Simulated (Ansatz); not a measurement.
Here is an Ansatz 0.2.0 calculation.

File input.yaml:

```yaml
crystal:
  lattice:
    - [-1.5575, 1.5575, 8.465]
    - [1.5575, -1.5575, 8.465]
    - [1.5575, 1.5575, -8.465]
  atoms:
    - { symbol: W, position: [0.803, 0.803, 0.0] }
    - { symbol: W, position: [0.553, 0.053, 0.5] }
    - { symbol: W, position: [0.947, 0.447, 0.5] }
    - { symbol: W, position: [0.197, 0.197, 0.0] }
    - { symbol: B, position: [0.648, 0.648, 0.0] }
    - { symbol: B, position: [0.398, 0.898, 0.5] }
    - { symbol: B, position: [0.102, 0.602, 0.5] }
    - { symbol: B, position: [0.352, 0.352, 0.0] }
hamiltonian:
  xc: pbesol
  pseudopotentials: { kind: nc, accuracy: stringent }
kpoints:
  mp_grid: { grid: [12, 12, 12] }
scf:
  occupations: { method: fermi_dirac, width: 0.05 }
output:
  forces: true
  stress: true
  eigenvalues: true
```

Potentials or basis: PseudoDojo stringent (PBEsol files).

Command:

```bash
$ ansatz run input.yaml --threads 4 --pin off --max-ram 11264MiB --backend cpu --events-out ev --progress --plain --runs-dir out
```

Task: Predict the largest force.

Result: 2.075 eV/Å.

Task: Estimate the band gap on the k mesh.

Result: None (metal or under the smearing width).

Task: Estimate the pressure.

Result: 3.8 GPa.

Stress tensor (GPa, compression positive):
```
2.17 0.00 0.00
0.00 2.17 0.00
0.00 0.00 7.01
```

Caveat: forces of over 1 eV/Å show positions far from the minimum, so gaps and moduli don't describe the material at rest. The run has no spin-orbit coupling, so splittings on W are missing.
